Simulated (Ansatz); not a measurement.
Working through an equation of state with a fit of In₂Bi, space group P6_3/mmc

With the Ansatz DFT code, driven from Python.

Notebook, run cell by cell (the value of a cell's last expression is shown):

In [1]:
```python
import ansatz as az
from ase.eos import EquationOfState
from ase.units import GPa
import numpy as np
```

In [2]:
```python
XC = "LDA"
OCCUPATIONS = "Gaussian"
WIDTH_EV = 0.05
CUTOFF = 500
KMESH = (5, 5, 4)
```

In [3]:
```python
VECTORS = np.array([
    [5.476, 0.0, 0.0],
    [-2.738, 4.742355, 0.0],
    [0.0, 0.0, 6.54],
])
SITES = [
    ("In", [0.0, 0.0, 0.0]),
    ("In", [0.0, 0.0, 0.5]),
    ("In", [1 / 3, 2 / 3, 0.75]),
    ("In", [2 / 3, 1 / 3, 0.25]),
    ("Bi", [1 / 3, 2 / 3, 0.25]),
    ("Bi", [2 / 3, 1 / 3, 0.75]),
]
```

In [4]:
```python
def crystal_on(cell):
    crystal = az.Crystal(lattice=az.Lattice.of(cell))
    for symbol, position in SITES:
        crystal = crystal.atom(symbol, position)
    return crystal

# scale the volume, keep shape and fractions
volumes, energies = [], []
for scale in np.linspace(0.9, 1.1, 9):
    cell = VECTORS * scale ** (1 / 3)
    setup = (
        crystal_on(cell).calculation()
        .functional(XC)
        .occupations(OCCUPATIONS, width=WIDTH_EV)
        .basis(CUTOFF)
        .kpoints(*KMESH)
    )
    r = setup.run().report
    volumes.append(abs(np.linalg.det(cell)) / len(SITES))
    energies.append(r["free_energy_ev"] / len(SITES))
    print(f"V = {volumes[-1]:8.4f} A^3/atom  F = {energies[-1]:.5f} eV/atom")
```
```text
V =  25.4757 A^3/atom  F = -7666.70452 eV/atom
V =  26.1834 A^3/atom  F = -7666.71487 eV/atom
V =  26.8910 A^3/atom  F = -7666.71811 eV/atom
V =  27.5987 A^3/atom  F = -7666.71541 eV/atom
V =  28.3064 A^3/atom  F = -7666.70751 eV/atom
V =  29.0140 A^3/atom  F = -7666.69512 eV/atom
V =  29.7217 A^3/atom  F = -7666.67891 eV/atom
V =  30.4293 A^3/atom  F = -7666.65944 eV/atom
V =  31.1370 A^3/atom  F = -7666.63722 eV/atom
```

In [5]:
```python
eos = EquationOfState(volumes, energies, eos="sj")
v0, e0, bulk = eos.fit()
print(f"V0 = {v0:.4f} A^3/atom, E0 = {e0:.5f} eV/atom, B = {bulk / GPa:.1f} GPa")
eos.plot("eos.png")
```
```text
V0 = 26.9068 A^3/atom, E0 = -7666.71815 eV/atom, B = 51.7 GPa
```
Out [5]:
```text
<Axes: title={'center': 'sj: E: -7666.718 eV, V: 26.907 Å$^3$, B: 51.690 GPa'}, xlabel='volume [Å$^3$]', ylabel='energy [eV]'>
```

A third-order Birch-Murnaghan fit through the 9 points has its minimum at 26.91 Å³ an atom, 4.9 % below the typed cell, with a bulk modulus of 52 GPa and dB/dP = 4.8. From that minimum the energy rises by 13.6 meV an atom on the compressed side and 80.9 meV on the expanded side.

What to keep in mind:
- Total energies depend on the potentials; only differences at equal settings carry meaning.
- Shape and fractional positions are held along the curve, so the bulk modulus is an upper value where they are free to relax.
- The mesh is modest for a metal, so energies can be off by several to tens of meV an atom and pressures by half a GPa or more; differences at equal mesh fare better.
- Spin-orbit coupling, which matters for elements this heavy, is left out.
- The structure is a deposited one; some such entries were measured under pressure or heat, so a shift against it needn't be the functional's error alone.
- Timing: 67 s on 1 thread of Arm Neoverse V1 (shared host), peak memory 0.55 GiB.
